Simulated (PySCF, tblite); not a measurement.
# C₄H₁₄BNO₂Si: geometry, infrared bands and NMR shifts

Aim: predict the infrared bands and NMR shifts of C₄H₁₄BNO₂Si (`COB(OC)[SiH2]N(C)C`).

Programs: tblite 0.8.0 and PySCF 2.14.0, with density-fitted response routines of our own. Each step states its level of theory. These are calculated values for one molecule in the gas phase, unless marked as measured. Atoms count from 0, in the outputs and in this text.

## Step 1: Starting geometry

23 atoms, charge 0, multiplicity 1; geometry from: force field or distance geometry start.

Bonds of the start (Å): C0–O1 1.40, O1–B2 1.47, B2–O3 1.45, O3–C4 1.40, B2–Si5 1.94, Si5–N6 1.73, N6–C7 1.42, N6–C8 1.41, C0–H9 1.10, C0–H10 1.11, C0–H11 1.11, C4–H12 1.10, C4–H13 1.12, C4–H14 1.11, Si5–H15 1.49, Si5–H16 1.48, C7–H17 1.12, C7–H18 1.12, C7–H19 1.10, C8–H20 1.13, C8–H21 1.09, C8–H22 1.13.

## Step 2: Optimising the geometry with GFN2-xTB

Job settings and geometry (Å):

```
{"job": {"kind": "relax", "xc": "GFN2-xTB", "basis": "xTB"}, "charge": 0, "multiplicity": 1}
C      2.664900     1.768100    -0.123200
O      1.620700     1.362200    -0.958400
B      1.018700     0.097000    -0.509100
O      1.550500    -1.159600    -1.007200
C      2.218400    -1.886700    -0.015300
Si    -0.429500     0.015700     0.771800
N     -2.027400     0.206800     0.146500
C     -3.048900    -0.633700     0.649100
C     -2.202400     0.780400    -1.127300
H      2.942400     1.005300     0.626100
H      2.312200     2.660600     0.430200
H      3.538700     2.030100    -0.749100
H      3.131600    -1.394200     0.354600
H      2.545800    -2.874100    -0.441200
H      1.523100    -2.104300     0.816800
H     -0.177500     1.097300     1.768500
H     -0.254000    -1.243300     1.520100
H     -2.640900    -1.649600     0.884100
H     -3.410600    -0.208800     1.616900
H     -3.929200    -0.755300     0.000200
H     -3.291600     0.704700    -1.403200
H     -1.649100     0.321200    -1.951400
H     -2.010700     1.887200    -1.016400
```

The run is started by

```bash
$ OMP_NUM_THREADS=1 python probes_run.py task.json out
```

One launch serves the whole session: the jobs run in the order shown.

**Question.** This job is followed by: GFN2-xTB harmonic vibrations, gas phase; GIAO PBE0/pcSseg-1 NMR shielding, non-relativistic, gas phase. What will the session give for the following? strongest single infrared mode (GFN2-xTB); zero-point energy (GFN2-xTB); 13C shifts against TMS (PBE0/pcSseg-1, means over atoms taken as alike); 1H shifts against TMS (PBE0/pcSseg-1, means over atoms taken as alike); 17O shifts against H2O (PBE0/pcSseg-1, means over atoms taken as alike); 11B shifts against BF3·OEt2 (PBE0/pcSseg-1); 29Si shifts against TMS (PBE0/pcSseg-1); 15N shifts against NH3 (PBE0/pcSseg-1); surface potential, 1st and 99th percentile.

As calculated:

| quantity | value |
| --- | --- |
| strongest single infrared mode (GFN2-xTB) | 2054 cm⁻¹, 538 km/mol |
| zero-point energy (GFN2-xTB) | 115.1 kcal/mol |
| 13C shifts against TMS (PBE0/pcSseg-1, means over atoms taken as alike) | 55.3, 43.8 ppm |
| 1H shifts against TMS (PBE0/pcSseg-1, means over atoms taken as alike) | 4.74, 4.05, 2.55 ppm |
| 17O shifts against H2O (PBE0/pcSseg-1, means over atoms taken as alike) | 141.5 ppm |
| 11B shifts against BF3·OEt2 (PBE0/pcSseg-1) | 28.7 ppm |
| 29Si shifts against TMS (PBE0/pcSseg-1) | -54.2 ppm |
| 15N shifts against NH3 (PBE0/pcSseg-1) | 4.3 ppm |
| surface potential, 1st and 99th percentile | -1.15 V and 0.83 V |

Over 128 steps the energy fell by 2.123 eV; of the close pairs, O1–B2 changed most, 1.471 to 1.356 Å. The lowest mode is imaginary (29i cm⁻¹), so the xTB geometry is not a minimum. The strongest single mode, at 2054 cm⁻¹, moves mainly H15. GFN2-xTB is a fitted tight-binding method: band positions and strengths are rough. Its intensities can rank the bands wrongly. The most deshielded carbon is C0, C4 (mean) (methyl carbon bonded to O), at 55.3 ppm: deshielded by the electronegative neighbour. At PBE0/pcSseg-1: The widest tensor belongs to O1, O3: span 313 ppm, with a paramagnetic part of -204 ppm.
